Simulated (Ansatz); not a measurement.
# Cl2H4N2Ti: the cost of one run

Program: Ansatz 0.2.0. Level of theory: RKS PBE/def2-SVP. These are calculated values, not measurements.

### 1 Starting point

Bond lengths: Ti1–N2 2.060 Å, N2–H3 1.060 Å, N2–H4 1.060 Å, Ti1–N5 2.060 Å, N5–H6 1.060 Å, N5–H7 1.060 Å, Ti1–Cl8 2.368 Å, Ti1–Cl9 2.368 Å. Angles: Ti1–N2–H3 120.0°, Ti1–N2–H4 120.0°, H3–N2–H4 120.0°, N2–Ti1–N5 109.4°, N2–Ti1–Cl8 109.5°, N2–Ti1–Cl9 109.5°, N5–Ti1–Cl8 109.5°, N5–Ti1–Cl9 109.5°, Cl8–Ti1–Cl9 109.5°, Ti1–N5–H6 120.0°, Ti1–N5–H7 120.0°, H6–N5–H7 120.0°.

Coordinates:

```xyz
9

Ti    0.0000    0.0000    0.0000
N     0.0000    0.0000    2.0600
H    -0.8770   -0.2713    2.5900
H     0.8770    0.2713    2.5900
N     1.9426    0.0000   -0.6860
H     2.4408   -0.9180   -0.8667
H     2.4438    0.9180   -0.8582
Cl   -1.1163    1.9339   -0.7892
Cl   -1.1163   -1.9339   -0.7892
```

### 2 Preparing the start

input.yaml reads:

```yaml
crystal:
  periodic: [false, false, false]
  atoms:
    - { symbol: Ti, position_ang: [0.0, 0.0, 0.0] }
    - { symbol: "N", position_ang: [0.0, 0.0, 2.06] }
    - { symbol: H, position_ang: [-0.877, -0.2713, 2.59] }
    - { symbol: H, position_ang: [0.877, 0.2713, 2.59] }
    - { symbol: "N", position_ang: [1.9426, 0.0, -0.686] }
    - { symbol: H, position_ang: [2.4408, -0.918, -0.8667] }
    - { symbol: H, position_ang: [2.4438, 0.918, -0.8582] }
    - { symbol: Cl, position_ang: [-1.1163, 1.9339, -0.7892] }
    - { symbol: Cl, position_ang: [-1.1163, -1.9339, -0.7892] }
basis:
  gaussian: { orbitals: def2-SVP }
hamiltonian:
  xc: pbe
relax:
  f_tol: 0.02
  max_steps: 40
output:
  orbitals: {}
```

The run is started by

```
$ ansatz run input.yaml --threads 4 --pin off --max-ram 5120MiB --backend cpu --events-out ev --progress --plain --runs-dir out
```

**Question.** How long does this run take on 4 threads of Intel Xeon 6975P-C (Granite Rapids), shared host, and how much memory does it need?

About 8.1 s, with a peak of 0.19 GiB.
